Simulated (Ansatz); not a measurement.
# ClH3S2Si: the cost of one run

Computed with the Python package of Ansatz 0.2.0. Level of theory: PBE/cc-pVTZ.

## (1) The system

Bond lengths: S1–Si2 2.080 Å, Si2–S3 2.107 Å, Si2–Cl4 1.984 Å, S1–H5 1.376 Å, Si2–H6 1.492 Å, S3–H7 1.358 Å. Angles: S1–Si2–S3 108.2°, S1–Si2–Cl4 110.8°, S1–Si2–H6 110.6°, S3–Si2–Cl4 107.7°, S3–Si2–H6 110.9°, Cl4–Si2–H6 108.7°, Si2–S1–H5 97.2°, Si2–S3–H7 97.7°.

No structure file is read: the coordinates are typed or built in the script.

## (2) The code

run_energy.py reads:

```python
import json

import ansatz as az
from ase import Atoms

atoms = Atoms(["S", "Si", "S", "Cl", "H", "H", "H"], positions=[
    (-0.6991, 1.2526, -1.4159),
    (-0.0123, 0.0734, 0.1538),
    (1.8718, -0.7016, -0.3827),
    (-1.2286, -1.4624, 0.4651),
    (-1.9771, 1.4442, -0.9427),
    (0.0797, 0.874, 1.4091),
    (2.0269, -1.5481, 0.6677),
])
system = az.Crystal.molecule_from_ase(atoms)

setup = (
    system.calculation()
    .basis(gaussian="cc-pVTZ")
    .functional("pbe")
)
print(setup.to_yaml())
trace = []
out = setup.session().plan().execute(on_event=trace.append)
report = out.report
for event in trace:
    if event["event"] == "mean_field_evaluation" and event["data"]["evaluation"] <= 25:
        print("pass {evaluation:3d}  E = {energy_ev:.6f} eV  gradient {gradient_ev:.1e}".format(**event["data"]))

print("reference energy %16.6f eV" % report["reference_energy_ev"])
print("total energy     %16.6f eV" % report["free_energy_ev"])
print("occupied orbitals outside the frozen core (up, down):", report["n_occupied"], " frozen:", report["n_frozen"], " virtual:", report["n_virtual"])
with open("clh3s2si.json", "w") as handle:
    json.dump({k: report[k] for k in ("free_energy_ev", "reference_energy_ev", "n_occupied", "n_virtual")}, handle, indent=1)
```

## (3) Running it

Launch:

```console
$ python run_energy.py
```

What time and memory should one allow on 1 thread of Arm Neoverse V1, shared host?

About 6.1 s, with a peak of 0.3 GiB.
